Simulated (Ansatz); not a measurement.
Runs of Ansatz 0.2.0 on Hf2Pd2Se2Br2O3. It takes space group P6mm (No. 183, hexagonal). The conventional cell has a = 5.759 Å, b = 5.759 Å, c = 8.525 Å, α = 90.00°, β = 90.00°, γ = 120.00°. Hf (site symmetry 3m) has 3 O at 1.92 Å as nearest neighbours. Around Pd (site symmetry 3m) lie 1 Se at 2.33 Å. Se (site symmetry 3m) is surrounded by 1 Pd at 2.33 Å and 1 Hf at 2.67 Å. Br (site symmetry 6mm) is surrounded by 6 Pd at 3.33 Å and 6 O at 3.80 Å. Br (site symmetry 6mm) is surrounded by 6 O at 3.46 Å and 6 Hf at 3.46 Å and 6 Se at 3.74 Å. Around O (site symmetry 2mm) lie 2 Hf at 1.92 Å. The cell was built by a generator and needn't be a form met in nature.

| task | level | potentials or basis | cell | k mesh | cutoff (eV) | temperature | points for each segment of the path | mesh quality | gap on the mesh (eV) | pressure (GPa) | largest force (eV/Å) |
| --- | --- | --- | --- | --- | --- | --- | --- | --- | --- | --- | --- |
| single point | HSE03 | Ansatz PAW | as given | 3 × 3 × 2 | 420 | - | - | coarse | none | (b) | (a) |
| band structure | PBE | Ansatz PAW | as given | 6 × 6 × 3 | 420 | - | 10 | not flagged | none | -0.1 | 0.08 |
| single point | PBE | SPMS NC | as given | 6 × 6 × 3 | 1034 | - | - | not flagged | none | -0.6 | 0.42 |
| relaxation of cell and atoms | PBE | Ansatz PAW | relaxed | 4 × 4 × 3 | 420 | - | - | not flagged | none | 0.0 | - |

Alike in all rows: no spin polarisation; smearing fermi-dirac 0.05 eV.

Q: Estimate the missing entries.

A: (a) 0.64; (b) -1.9.

Caveats: some runs use coarse meshes; the PAW data sets come from PBE, with cores solved anew for the run's functional, which leaves a small shift of forces and pressure (some runs); the thresholds are loose for stress (some runs); spin-orbit coupling is left out, which moves the levels of the heavy elements (some runs); the plane-wave basis is chosen anew once the cell has moved, so the energies of steps on either side of that aren't comparable (some runs).

A k mesh can miss the band edges, and the runs leave out spin-orbit coupling on Br, Hf, Pd, Se.

A gap of «none» marks a metal or a gap under the smearing width.

The runs don't all hold the same shells in valence.
